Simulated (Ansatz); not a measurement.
Cd2S under changes of volume

One of the cells (26.333 Å³/atom); the others are scaled copies at fixed shape and fractional positions:

```
Cd S
1.0
     3.96267    0.00000    0.00000
    -1.98134    3.43177    0.00000
     0.00000    0.00000    5.80919
Cd S
2 1
Cartesian
  0.0000 2.2878 5.4183
  1.9813 1.1439 3.3620
  0.0000 2.2878 2.1245
```

The cell comes from a database or a generator and needn't be the stable form of this composition.

```yaml
Program: Ansatz 0.2.0
Functional: PBE
Potentials_or_basis: Ansatz PAW
Cutoff: "420 eV (not typed: the program's choice for these potentials)"
k_mesh: 8 × 8 × 5
Occupations: fermi-dirac, width 0.05 eV
Spin: no spin polarisation
```

```tsv
volume (Å³/atom)	energy over the lowest point (meV/atom)	pressure (GPa)	gap on the mesh (eV)	largest force (eV/Å)
24.753	?	?	?	?
25.280	5.23	1.8	0.21	0.081
25.806	1.05	0.8	0.22	0.003
26.333	0.00	-0.1	0.24	0.075
26.860	1.71	-0.9	0.25	0.145
27.386	5.91	-1.6	0.27	0.211
27.913	12.29	-2.3	0.29	0.272
```

Q: What does the run at 24.753 Å³/atom give?

A: Energy over the lowest point 12.91 meV/atom; pressure 2.9 GPa; gap on the mesh 0.21 eV; largest force 0.167 eV/Å.

Worked out: A Birch-Murnaghan fit of order 3 (a polynomial in V^(-2/3)) to the other rows has its minimum at 26.26 Å³/atom with B0 = V·E''(V) = 43 GPa and B' = 4.9 at fixed shape and positions, which overstates the stiffness. It gives 12.94 meV/atom at 24.753 Å³/atom, against the run's 12.91, and -dE/dV = 2.9 GPa, against 2.9. A straight line through the other rows of the gap, of slope 0.806 eV per unit of ln V, extrapolates to 0.19 eV, against the run's 0.21.

Energies are extrapolated to zero smearing.

Caveats: odd divisions of the mesh miss points on the zone boundary, where band edges often lie, so the gap on the mesh can be too wide.

A mesh can miss the band edges. Spin-orbit coupling on Cd is left out.
